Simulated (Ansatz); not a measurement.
# Br (sc type): how the settings move a single-point run

How sensitive is a single-point run of Br (sc type) to its settings? A reference run comes first, then one run with altered input.

Method: reference: DFT, LDA, all-electron LAPW, scalar-relativistic, in Ansatz 0.2.0.

1 further run of the same task is left out (it didn't finish). Runs told in other sessions of the task aren't counted.

### Step 1. The starting structure

It takes space group Pm-3m (No. 221, cubic). Conventional cell: a = 2.986 Å, b = 2.986 Å, c = 2.986 Å, α = 90.00°, β = 90.00°, γ = 90.00°. Br (site symmetry m-3m) is surrounded by 6 Br at 2.99 Å.

Structure file:

```
CELL_PARAMETERS angstrom
2.98559 0.00000 0.00000
0.00000 2.98559 0.00000
0.00000 0.00000 2.98559
ATOMIC_POSITIONS crystal
Br 0.00000 0.00000 0.00000
```

### Step 2. Reference

The input, input.yaml:

```yaml
crystal:
  lattice:
    - [2.9855851172, 0.0, 0.0]
    - [0.0, 2.9855851172, 0.0]
    - [0.0, 0.0, 2.9855851172]
  atoms:
    - { symbol: Br, position: [0.0, 0.0, 0.0] }
kpoints:
  mp_grid: { grid: [12, 12, 12] }
  band_path:
    path:
      - [0.0, 0.0, 0.0]
      - [0.0, 0.5, 0.0]
      - [0.5, 0.5, 0.0]
      - [0.0, 0.0, 0.0]
      - [0.5, 0.5, 0.5]
      - [0.0, 0.5, 0.0]
      - [0.5, 0.5, 0.5]
      - [0.5, 0.5, 0.0]
    npoints: 14
scf:
  occupations: { method: fermi_dirac, width: 0.1 }
hamiltonian:
  xc: lda
  pseudopotentials: { kind: all_electron, lapw: { basis_error: 0.001 } }
output:
  forces: true
  stress: true
  eigenvalues: true
  populations: true
  dos: { projected: true, de: 0.2, e_range: [-14, 8] }
```

Command:

```
$ ansatz run input.yaml --threads 1 --pin off --max-ram 2048MiB --backend cpu --events-out ev --progress --plain --runs-dir out
```

### Step 3. Variant: mp_grid.shift [0.5, 0.5, 0.5]

input.yaml: that of step 2 with these lines changed.

```diff
@@ -8,3 +8,3 @@
 kpoints:
-  mp_grid: { grid: [12, 12, 12] }
+  mp_grid: { grid: [12, 12, 12], shift: [0.5, 0.5, 0.5] }
   band_path:
@@ -30,2 +30 @@
   populations: true
-  dos: { projected: true, de: 0.2, e_range: [-14, 8] }
```

Before running it: what results should come out? Wanted: for each run, ending; energy change; pressure; gap; force.

**Answer**, as computed:

| run | ending | energy change | pressure (GPa) | gap (eV) | force (eV/Å) | cycles | time |
| --- | --- | --- | --- | --- | --- | --- | --- |
| reference | converged | 0 | 0.0 | 0.00 | 0.00 | 6 | 7.9 s |
| 1: mp_grid.shift [0.5, 0.5, 0.5] | converged | -0.5 meV/atom | 0.0 | 0.00 | 0.00 | 6 | 6.5 s |

Times don't compare one to one where runs were asked for different outputs or read a saved state (see the inputs); cycles may leave out searches for a lower state.

Residual by cycle in the longest SCF loop of each run; runs are numbered as in the table. The quantity is the density residual dr2, in eV.

```csv
cycle,reference,run 1
1,0.00197,0.00196
2,8.2e-6,8.7e-6
3,8.7e-7,9.7e-7
4,8.9e-8,1.0e-7
5,5.9e-9,6.2e-9
6,7.2e-11,7.0e-11
```

Changing the k-point mesh moves the energy by -0.5 meV/atom. The energy is not variational in the mesh, so the sign tells nothing.
